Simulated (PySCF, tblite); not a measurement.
# C₆H₈NS radical: geometry, infrared bands and EPR parameters

Wanted: the infrared bands and EPR parameters of C₆H₈NS radical (`C=CC(C=C)C([NH])=S`), by calculation.

The runs use tblite 0.8.0 and PySCF 2.14.0, with density-fitted response routines of our own; the level of theory stands in each step. All values are computed, except where a source is named. Atoms are numbered from 0 throughout.

### Step 1. The molecule as given

16 atoms, charge 0, multiplicity 2; geometry from: force field or distance geometry start.

Bonds of the start (Å): C0–C1 1.32, C1–C2 1.50, C2–C3 1.49, C3–C4 1.34, C2–C5 1.46, C5–N6 1.42, C5–S7 1.66, C0–H8 1.08, C0–H9 1.11, C1–H10 1.09, C2–H11 1.13, C3–H12 1.07, C4–H13 1.09, C4–H14 1.08, N6–H15 1.06.

### Step 2. Geometry optimisation with GFN2-xTB

The job: settings as JSON, then the geometry in Å.

```
{"job": {"kind": "relax", "xc": "GFN2-xTB", "basis": "xTB"}, "charge": 0, "multiplicity": 2}
C     -0.673400     2.293300     0.247400
C     -0.074600     1.300800    -0.387500
C      0.137500    -0.054700     0.225500
C     -0.660800    -1.041600    -0.563800
C     -1.672600    -1.647800     0.076500
C      1.551100    -0.423300     0.331500
N      2.338600    -0.488500    -0.850200
S      2.181900    -0.735500     1.830700
H     -0.771700     3.238900    -0.273800
H     -1.092700     2.187200     1.272800
H      0.321100     1.430300    -1.392300
H     -0.267100     0.026900     1.275600
H     -0.400900    -1.258800    -1.579200
H     -2.277700    -2.386900    -0.457800
H     -1.870600    -1.368200     1.105300
H      3.224400    -1.062900    -0.871900
```

Command:

```console
> OMP_NUM_THREADS=1 python probes_run.py task.json out
```

The driver reads the jobs from task.json and runs them one after another.

**Question.** This job is followed by: GFN2-xTB harmonic vibrations, gas phase; UKS B3LYP, pcH-1 on C H N S, non-relativistic, mean-field spin-orbit, GIAO. What will the session give for the following? strongest single infrared mode (GFN2-xTB); zero-point energy (GFN2-xTB); g(iso) (B3LYP); ⟨S²⟩; largest a(iso) (averaged by class); potential on the surface of density 0.002 e/bohr³, 1st and 99th percentile; property runs in this session.

**Answer**, as computed:

| quantity | value |
| --- | --- |
| strongest single infrared mode (GFN2-xTB) | 1096 cm⁻¹, 283 km/mol |
| zero-point energy (GFN2-xTB) | 76.2 kcal/mol |
| g(iso) (B3LYP) | 2.09663 |
| ⟨S²⟩ | 0.753 (exact 0.75) |
| largest a(iso) (averaged by class) | 13C on C5, -18.4 MHz |
| potential on the surface of density 0.002 e/bohr³, 1st and 99th percentile | -1.16 V and 1.46 V |
| property runs in this session | 1, of which 0 failed and 1 gave unsound results |

The optimisation took 41 steps and gained 0.901 eV; among the close pairs (by a distance rule), C5–N6 changed most, from 1.422 to 1.262 Å. The lowest mode is slightly imaginary (8i cm⁻¹), a soft motion within the noise of the Hessian, so the minimum is not strictly shown. The strongest single mode, at 1096 cm⁻¹, moves mainly H15. GFN2-xTB is a fitted tight-binding method: band positions and strengths are rough. Its intensities can rank the bands wrongly. S7 carries the largest spin population, 0.91 e. The isotropic g lies 94.3 ppt above the free-electron value. These values are not to be trusted: the run shows nearly degenerate orbitals, where second-order g theory doesn't apply. These values are for one conformer; the search (at its own cheap level) found 2 more, at 0.78, 0.78 kcal/mol, and measured spectra average over such forms.
